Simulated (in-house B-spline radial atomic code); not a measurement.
# Gd³⁹⁺: excited configurations

How much energy does it take to promote electrons of Gd³⁹⁺ to other shells? Each configuration is solved by itself and compared with the reference.

Program: in-house B-spline radial atomic code version 1. Level of theory: Dirac-Hartree-Fock, average of configuration, Fermi nucleus, basis-set limit. These are calculated values, not measurements, unless marked.

## Step 1: The atom as given

| Quantity | Value |
| --- | --- |
| element | gadolinium (Z = 64) |
| charge | +39 |
| electrons | 25 |
| configuration | [Ar] 3d7 |
| Hamiltonian | Dirac-Coulomb |
| nucleus | Fermi, rms radius 5.157 fm |

The outer shells:

[Ar] 3d7
```
[Ar] core
3d [↑↓][↑↓][↑ ][↑ ][↑ ]
```

The boxes draw the filling by Hund's rule, which heavy ions in jj coupling don't follow; these runs average over all states of the configuration.

Input settings:

```ini
Z = 64
electrons = 25.0
configuration = [Ar] 3d7
hamiltonian = dirac
method = hf
spin_polarised = False
nucleus = fermi
rms_radius = 5.1569
mass_number = 158
atomic_mass = 157.9241112
speed_of_light = 137.035999084
```

The reference is known from an earlier run: -10208.732361 hartree in all. Up to eight levels, counted from the top:

```
orbital  occupation  energy (eV)  <r> (bohr)
  2s1/2           2     -10324.4     0.09225
  2p1/2           2     -9889.47     0.07715
  2p3/2           4     -9185.75     0.08385
  3s1/2           2     -3607.59      0.2349
  3p1/2           2     -3423.06      0.2240
  3p3/2           4     -3263.31      0.2352
  3d3/2         2.8     -2980.46      0.2060
  3d5/2         4.2     -2945.06      0.2095
```

## Step 2: Run with [Ar] 3d6 6g1

Input settings:

```ini
Z = 64
electrons = 25.0
configuration = [Ar] 3d6 6g1
hamiltonian = dirac
method = hf
spin_polarised = False
nucleus = fermi
rms_radius = 5.1569
mass_number = 158
atomic_mass = 157.9241112
speed_of_light = 137.035999084
```

## Step 3: Run with [Ar] 3d6 7s1

The settings differ from step 2 so:

```diff
@@ -2,3 +2,3 @@
 electrons = 25.0
-configuration = [Ar] 3d6 6g1
+configuration = [Ar] 3d6 7s1
 hamiltonian = dirac
```

## Step 4: Run with [Ar] 3d6 5s1

The settings differ from step 3 so:

```diff
@@ -2,3 +2,3 @@
 electrons = 25.0
-configuration = [Ar] 3d6 7s1
+configuration = [Ar] 3d6 5s1
 hamiltonian = dirac
```

## Step 5: [Ne] 3s2 3p5 3d7 6f1

The settings differ from step 4 so:

```diff
@@ -2,3 +2,3 @@
 electrons = 25.0
-configuration = [Ar] 3d6 5s1
+configuration = [Ne] 3s2 3p5 3d7 6f1
 hamiltonian = dirac
```

## Step 6: Run with [Ar] 3d6 6p1

The settings differ from step 5 so:

```diff
@@ -2,3 +2,3 @@
 electrons = 25.0
-configuration = [Ne] 3s2 3p5 3d7 6f1
+configuration = [Ar] 3d6 6p1
 hamiltonian = dirac
```

Before running: How far above the reference does each configuration lie (order and size, in eV)?

As calculated:

| net move | configuration | energy above the reference (eV) | with Breit, QED, recoil (eV) | largest <r> (bohr) |
| --- | --- | --- | --- | --- |
| 3d → 5s | [Ar] 3d6 5s1 | 1882.39 | 1881.53 | 0.763 |
| 3d → 6p | [Ar] 3d6 6p1 | 2266.99 | 2265.59 | 1.17 |
| 3d → 6g | [Ar] 3d6 6g1 | 2347.89 | 2346.14 | 1.09 |
| 3d → 7s | [Ar] 3d6 7s1 | 2441.94 | 2440.48 | 1.59 |
| 3p → 6f | [Ne] 3s2 3p5 3d7 6f1 | 2690.92 | 2686.90 | 1.16 |

Quantum defects of the promoted electron, δ = n − ζ/√(−2ε) with ζ = 40 and ε its orbital energy in hartree:

| promotion | δ |
| --- | --- |
| 3d → 5s | 0.497 |
| 3d → 6p | 0.379 |
| 3d → 6g | 0.017 |
| 3d → 7s | 0.493 |
| 3p → 6f | 0.090 |

**Reading.** The energies run from 1882.39 eV (3d → 5s) to 2690.92 eV (3p → 6f). Of those tabulated, the defect is largest for 5s (0.50) and least for 6g (0.02); at this charge much of the defect is relativistic. These are averages over configurations, without correlation, not spectroscopic levels.
